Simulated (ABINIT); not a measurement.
The system is CsC.

```
Cs C
1.0
     4.46110    0.00000    0.00000
    -2.23055    3.86343    0.00000
     0.00000    0.00000    3.64617
Cs C
1 1
Direct
  0.00000 0.00000 0.50000
  0.66667 0.33333 0.00000
```

The cell was built by a generator and needn't be a form met in nature.

* Program: ABINIT 10.8.3 (patched build)
* Task: relaxation of cell and atoms
* Functional: PBE
* Dispersion: D3(BJ)
* Potentials or basis: PseudoDojo NC SR PBE v0.4.1 standard
* Cutoff: 1116 eV
* k mesh: 5 × 5 × 5
* Occupations: fermi-dirac, width 0.05 eV
* Spin: no spin polarisation

At the start: pressure -0.7 GPa; volume 31.42 Å³/atom.

Q: Where does the relaxation end?

A: Over 10 steps the energy falls by 4.1 meV/atom and the volume is 29.66 Å³/atom (-5.6 %); space group P-6m2 (No. 187, to 0.05 Å).

Step by step:
```csv
step,energy change (eV),largest force (eV/Å),pressure (GPa),volume (Å³)
1,0.0000,0.0000,-0.71,62.84
2,-0.0006,0.0000,-0.69,62.71
3,-0.0080,0.0000,0.09,59.04
4,-0.0081,0.0000,-0.01,59.44
5,-0.0081,0.0000,0.00,59.41
6,-0.0081,0.0000,0.02,59.30
7,-0.0082,0.0000,0.03,59.23
8,-0.0082,0.0000,0.03,59.23
9,-0.0082,0.0000,0.01,59.29
10,-0.0082,0.0000,0.00,59.33
```

Final structure:
```
Cs C
1.0
     4.36801   -0.00003    0.00000
    -2.18403    3.78281    0.00000
     0.00000    0.00000    3.59047
Cs C
1 1
Direct
  0.00000 0.00000 0.50000
  0.66667 0.33333 0.00000
```

Caveat: pairwise dispersion overbinds metals, which lowers pressure and volume.
